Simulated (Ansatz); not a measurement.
## Sb on several prototypes: a ranking of structure types by relaxed energy, step by step

Computed with the Ansatz DFT code, driven from Python.

Notebook, run cell by cell (the value of a cell's last expression is shown):

In [1]:
```python
import ansatz as az
import numpy as np
import spglib
```

In [2]:
```python
def fcc(first, a):
    return (
        az.Lattice.fcc(a)
        .space_group(225)
        .atom(first, (0, 0, 0))
        .primitive()
    )
```

In [3]:
```python
def sc(A, a):
    return (
        az.Lattice.cubic(a)
        .space_group(221)
        .atom(A, (0, 0, 0))
    )
```

In [4]:
```python
def diamond(a_site, a):
    return az.Crystal.diamond(a_site, a=a)


def ground_state(name, crystal, relax=True):
    calc = (
        crystal.calculation()
        .functional(az.Functional.R2SCAN)
        .basis(23 * az.Ha)
        .kpoints(spacing=0.33)
        .occupations("gaussian", width=0.05)
        .stress()
        .band_table()
    )
    if relax:
        calc = calc.relax(force_tolerance=0.02, cell=True)
    return calc.run(threads=1)
```

In [5]:
```python
def bulk_modulus(name, outcome, step=0.015):
    # B = -V dP/dV from the pressures of two uniformly scaled cells, atoms held at their fractions
    pressure = []
    for factor in (1 - step, 1.0, 1 + step):
        cell = az.Crystal(lattice=az.Lattice.of(outcome.lattice.cell_ang * factor ** (1 / 3)))
        for site in outcome.report["lattice"]["sites"]:
            cell = cell.atom(site["symbol"], site["position_frac"])
        pressure.append(np.trace(ground_state(name, cell, relax=False).report["stress_gpa"]) / 3)
    slope, bend = (pressure[0] - pressure[2]) / (2 * step), abs(pressure[0] + pressure[2] - 2 * pressure[1])
    # a jump of mesh or basis between the cells shows as a kink: no modulus then
    return float(slope) if bend < 12 * step**2 * abs(slope) + 0.15 and abs(pressure[1]) < 1.5 else float("nan")

def relaxed_twice(name, crystal):
    # the second pass draws mesh and plane waves anew for the relaxed cell
    first = ground_state(name, crystal)
    again = az.Crystal(lattice=az.Lattice.of(first.lattice.cell_ang))
    for site in first.report["lattice"]["sites"]:
        again = again.atom(site["symbol"], site["position_frac"])
    return ground_state(name, again)


def pressure_gpa(outcome):
    return float(np.trace(outcome.report["stress_gpa"]) / 3)
```

In [6]:
```python
def space_group(outcome):
    sites = outcome.report["lattice"]["sites"]
    kinds = sorted({site["symbol"] for site in sites})
    cell = (outcome.lattice.cell_ang, [site["position_frac"] for site in sites], [kinds.index(site["symbol"]) for site in sites])
    return spglib.get_spacegroup(cell, symprec=0.01)
```

In [7]:
```python
# a is a first guess in angstrom
phases = {}
phases["fcc"] = fcc("Sb", 4.94)
phases["sc"] = sc("Sb", 3.21)
phases["diamond"] = diamond("Sb", 6.8)

done = {}
for name, crystal in phases.items():
    try:
        done[name] = relaxed_twice(name, crystal)
    except az.NonConvergedError as error:
        print(name, "did not converge:", str(error)[:120])
```

In [8]:
```python
energy = {name: o.report["energy_sigma0_ev"] / len(o.lattice.sites) for name, o in done.items()}
lowest = min(energy.values())
rows = [(name, len(o.lattice.sites), 1000 * (energy[name] - lowest), pressure_gpa(o), space_group(o), bulk_modulus(name, o)) for name, o in done.items()]
rows.sort(key=lambda row: row[2])
print("     phase       atoms  dE (meV/atom)     P (GPa)  space group     B (GPa)")
for row in rows:
    print(f"{str(row[0]):>10}  {row[1]:10d}  {row[2]:13.1f}  {row[3]:10.2f}  {str(row[4]):>11}  {row[5]:10.0f}")
```
```text
     phase       atoms  dE (meV/atom)     P (GPa)  space group     B (GPa)
        sc           1            0.0       -0.00  Pm-3m (221)          64
   diamond           2          341.9       -0.00  Fd-3m (227)          36
       fcc           1          465.6        0.03  Fm-3m (225)          47
```

By space group at the end of each run: Pm-3m (+0 meV an atom, 29.5 Å³), Fd-3m (+342 meV an atom, 41.5 Å³) and Fm-3m (+466 meV an atom, 26.6 Å³).

What to keep in mind:
- Pressure is positive in compression.
- The cells are built on prototypes, so most aren't the phase found in nature. Rows bear the name of their start, and a relaxation keeps or raises the symmetry. Differences under about 40 meV an atom lie within the error of mesh and functional.
- It ran for 33 s on 1 thread of AMD EPYC 9R45 96-Core Processor (Zen 5) (shared host), peak memory 0.88 GiB.

(Lines on the test bed's own set-up are left out of the output.)
